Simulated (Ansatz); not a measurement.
# C3H4BFO: up Jacob's ladder to CCSD(T)

An exercise on one series of results from a longer session: the logs are not shown, and one member is left open.

Program: Ansatz 0.2.0, Gaussian basis. Level of theory: functionals in def2-TZVPP, the program's frozen cores in correlated methods. These are calculated values, not measurements.

The runs, in order: PBE-D4, r2SCAN-D4, PBE0-D4, B3LYP-D4, ωB97X-V, ωB97M-V, B2PLYP; CCSD(T)/def2-TZVPP; MP2/def2-QZVPP; extrapolation to the limit.

### The geometry

An earlier PBE0-D4 in a triple-zeta def2 set relaxation fixed the geometry.

SMILES `BC(F)OC#C`, 10 atoms, charge 0, spin multiplicity 1.

Atoms are counted from 1 here; the program's logs count them from 0.

Bond lengths: B1–C2 1.586 Å, B1–H7 1.190 Å, B1–H8 1.191 Å, C2–F3 1.365 Å, C2–O4 1.430 Å, C2–H9 1.093 Å, O4–C5 1.298 Å, C5–C6 1.197 Å, C6–H10 1.063 Å. Angles: C2–B1–H7 118.7°, C2–B1–H8 119.0°, H7–B1–H8 122.2°, B1–C2–F3 113.8°, B1–C2–O4 100.9°, B1–C2–H9 117.2°, F3–C2–O4 108.6°, F3–C2–H9 107.2°, O4–C2–H9 108.7°, C2–O4–C5 116.8°, O4–C5–C6 178.1°, C5–C6–H10 178.9°.

Set-up of the first run:

Input file in.yaml:

```yaml
crystal:
  periodic: [false, false, false]
  atoms:
    - {symbol: B, position_ang: [-0.243616, -1.948327, -0.020293]}
    - {symbol: C, position_ang: [-0.460253, -0.459608, 0.482747]}
    - {symbol: F, position_ang: [-1.742845, -0.187543, 0.863459]}
    - {symbol: O, position_ang: [-0.173448, 0.273057, -0.711866]}
    - {symbol: C, position_ang: [0.412978, 1.422521, -0.568006]}
    - {symbol: C, position_ang: [0.967116, 2.479864, -0.473361]}
    - {symbol: H, position_ang: [-1.142261, -2.503296, -0.568997]}
    - {symbol: H, position_ang: [0.826716, -2.453871, 0.113468]}
    - {symbol: H, position_ang: [0.196608, -0.101021, 1.279869]}
    - {symbol: H, position_ang: [1.442104, 3.427124, -0.394121]}
basis:
  gaussian: {orbitals: def2-TZVPP}
hamiltonian: {xc: pbe, dispersion: d4}
output: {forces: true, orbitals: {seedname: orbitals}}
```

Started as:

```bash
$ ansatz run in.yaml --threads 4 --pin off --events-out ev --progress --plain --max-ram 10444MiB
```

Steps of the session up to this table: PBE-D4 (GGA); r2SCAN-D4 (meta-GGA); PBE0-D4 (hybrid); B3LYP-D4 (hybrid); ωB97X-V (range-separated); ωB97M-V (range-separated); B2PLYP (double hybrid); CCSD(T) in def2-TZVPP; MP2 in def2-QZVPP.

One table of the session follows, with a row left open; its other results are not shown here.

```
            method  atoms, summed (eV)  atomisation energy (kJ/mol)
            PBE-D4           -8562.750                       4180.3
         r2SCAN-D4           -8569.450                       4045.8
           PBE0-D4           -8564.330                       4056.2
          B3LYP-D4                   ?                            ?
           ωB97X-V           -8571.535                       4025.2
           ωB97M-V           -8571.251                       4039.0
            B2PLYP           -8568.362                       3994.4
     HF/def2-TZVPP           -8539.924                       2841.8
    MP2/def2-TZVPP           -8555.742                       4034.3
   CCSD/def2-TZVPP           -8558.752                       3817.7
CCSD(T)/def2-TZVPP           -8559.125                       3897.2
           MP2/CBS           -8558.821                       4141.3
       CCSD(T)/CBS           -8562.204                       4004.2
```

Estimate the missing values for B3LYP-D4.

**Answer.** atoms, summed (eV): -8574.781; atomisation energy (kJ/mol): 4027.9. In the column «atoms, summed (eV)» it is the lowest.

Among the levels timed on like hardware and quicker than the yardstick, those that no quicker one beats, quickest first: PBE-D4 (2.3 s, +176.1 kJ/mol); PBE0-D4 (2.5 s, +52.0 kJ/mol); B3LYP-D4 (3.9 s, +23.7 kJ/mol); B2PLYP (5.5 s, -9.8 kJ/mol).

B2PLYP carry no dispersion term (for B3LYP, D4 adds 26.7 kJ/mol).
